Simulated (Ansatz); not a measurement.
# H9NSSi2Sn: the cost of one run

All numbers below are computed with Ansatz 0.2.0 (RKS PBE0/def2-SVP).

### 1 The system as given

Bond lengths: N1–Sn2 2.000 Å, Sn2–Si3 2.508 Å, Si3–Si4 2.159 Å, Si3–S5 2.149 Å, N1–H6 1.080 Å, N1–H7 1.072 Å, Sn2–H8 1.723 Å, Sn2–H9 1.786 Å, Si3–H10 1.485 Å, Si4–H11 1.501 Å, Si4–H12 1.429 Å, Si4–H13 1.570 Å, S5–H14 1.371 Å. Angles (14 of 22 angles, heavy atoms first): N1–Sn2–Si3 108.9°, Sn2–Si3–Si4 111.6°, Sn2–Si3–S5 109.5°, Si4–Si3–S5 109.2°, N1–Sn2–H8 110.8°, N1–Sn2–H9 107.8°, Si3–Sn2–H8 108.3°, Si3–Sn2–H9 110.4°, Sn2–N1–H6 109.7°, Sn2–N1–H7 107.5°, Sn2–Si3–H10 108.8°, Si4–Si3–H10 110.3°, S5–Si3–H10 107.5°, Si3–Si4–H11 109.4°.

Coordinates:

```xyz
14

N    -1.7190   -0.2519    2.0415
Sn   -0.1364   -1.3111    1.4311
Si    1.0568   -0.0296   -0.3648
Si   -0.2576    0.4427   -2.0115
S     1.8406    1.7947    0.4580
H    -1.4030    0.7363    2.3410
H    -2.3097   -0.0284    1.1758
H    -0.6304   -2.8257    0.7760
H     0.9342   -1.5546    2.8397
H     2.2094   -0.8354   -0.8409
H    -0.8551   -0.8238   -2.5527
H     0.3859    1.2067   -3.0332
H    -1.4990    1.2510   -1.4914
H     2.3703    2.2000   -0.7398
```

### 2 End point A

input.yaml

```yaml
crystal:
  periodic: [false, false, false]
  atoms:
    - { symbol: "N", position_ang: [-1.719, -0.2519, 2.0415] }
    - { symbol: Sn, position_ang: [-0.1364, -1.3111, 1.4311] }
    - { symbol: Si, position_ang: [1.0568, -0.0296, -0.3648] }
    - { symbol: Si, position_ang: [-0.2576, 0.4427, -2.0115] }
    - { symbol: S, position_ang: [1.8406, 1.7947, 0.458] }
    - { symbol: H, position_ang: [-1.403, 0.7363, 2.341] }
    - { symbol: H, position_ang: [-2.3097, -0.0284, 1.1758] }
    - { symbol: H, position_ang: [-0.6304, -2.8257, 0.776] }
    - { symbol: H, position_ang: [0.9342, -1.5546, 2.8397] }
    - { symbol: H, position_ang: [2.2094, -0.8354, -0.8409] }
    - { symbol: H, position_ang: [-0.8551, -0.8238, -2.5527] }
    - { symbol: H, position_ang: [0.3859, 1.2067, -3.0332] }
    - { symbol: H, position_ang: [-1.499, 1.251, -1.4914] }
    - { symbol: H, position_ang: [2.3703, 2.2, -0.7398] }
basis:
  gaussian: { orbitals: def2-SVP }
hamiltonian:
  xc: pbe0
relax:
  f_tol: 0.015
  max_steps: 40
output:
  orbitals: {}
```

On the command line:

```sh
$ ansatz run input.yaml --threads 2 --pin off --max-ram 3072MiB --backend cpu --events-out ev --progress --plain --runs-dir out
```

What time and memory should one allow on 2 threads of Arm Neoverse V2, shared host?

About 54 s, with a peak of 0.4 GiB.
